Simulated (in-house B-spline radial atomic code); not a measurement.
**Pm¹³⁺: Hartree-Fock with and without relativity**

Aim: what relativity does to the energy, levels and radii of Pm¹³⁺.

The numbers are computed with in-house B-spline radial atomic code version 1 (Hartree-Fock averaged over the configuration, non-relativistic (point nucleus) and Dirac-Coulomb (finite nucleus); spherical all-electron atom at the radial basis limit), except any that are marked as measured or tabulated.

## Step 1: The atom as given

```
element       : promethium (Z = 61)
charge        : +13
electrons     : 48
configuration : [Kr] 4d10 5s2
nucleus       : point (non-relativistic run); Fermi, rms radius 4.962 fm (Dirac runs)
```

Outer shells as boxes (Hund's rule):

[Kr] 4d10 5s2
```
[Kr] core
4d [↑↓][↑↓][↑↓][↑↓][↑↓]
5s [↑↓]
```

## Step 2: Non-relativistic run

Input settings:

```ini
Z = 61
electrons = 48.0
configuration = [Kr] 4d10 5s2
hamiltonian = nr
method = hf
spin_polarised = False
```

## Step 3: Dirac-Coulomb run

Input settings:

```ini
Z = 61
electrons = 48.0
configuration = [Kr] 4d10 5s2
hamiltonian = dirac
method = hf
spin_polarised = False
nucleus = fermi
rms_radius = 4.961999461404065
mass_number = 145
atomic_mass = 144.912755748
speed_of_light = 137.035999084
```

Q: How much does each shell's level and mean radius change with the Dirac Hamiltonian, and the total energy?

As calculated:

Levels and radii; the Dirac values are averaged over j with the occupations as weights.

| shell | ε non-rel. (eV) | ε Dirac (eV) | <r> non-rel. (bohr) | <r> Dirac (bohr) | change of <r> (%) |
| --- | --- | --- | --- | --- | --- |
| 1s | -43279.0 | -45709.4 | 0.02488 | 0.02317 | -6.85 |
| 2s | -7146.80 | -7765.57 | 0.1061 | 0.09837 | -7.31 |
| 2p | -6780.80 | -6974.25 | 0.09025 | 0.08687 | -3.74 |
| 3s | -1808.83 | -1950.84 | 0.2745 | 0.2590 | -5.67 |
| 3p | -1646.37 | -1694.39 | 0.2647 | 0.2573 | -2.82 |
| 3d | -1348.26 | -1334.04 | 0.2362 | 0.2354 | -0.33 |
| 4s | -575.29 | -609.90 | 0.6080 | 0.5803 | -4.56 |
| 4p | -509.02 | -519.80 | 0.6221 | 0.6093 | -2.05 |
| 4d | -390.96 | -387.26 | 0.6481 | 0.6493 | +0.19 |
| 5s | -238.95 | -248.41 | 1.236 | 1.188 | -3.84 |

What this shows: Relativity and the finite nucleus together change the total energy by -367.65 hartree (-3.8 %). The first-order mass-velocity and Darwin terms of the non-relativistic run add up to -327.32 hartree, 89 % of it. The strongest contraction, averaged over j, is that of 2s (-7.31 %), while 4d expands by 0.19 %, being screened better by the contracted inner s and p shells. Spin-orbit coupling splits the 4d level by 5.054 eV and the 2p level by 561.68 eV. Breit terms add 8.67 hartree and QED terms 5.80 hartree.
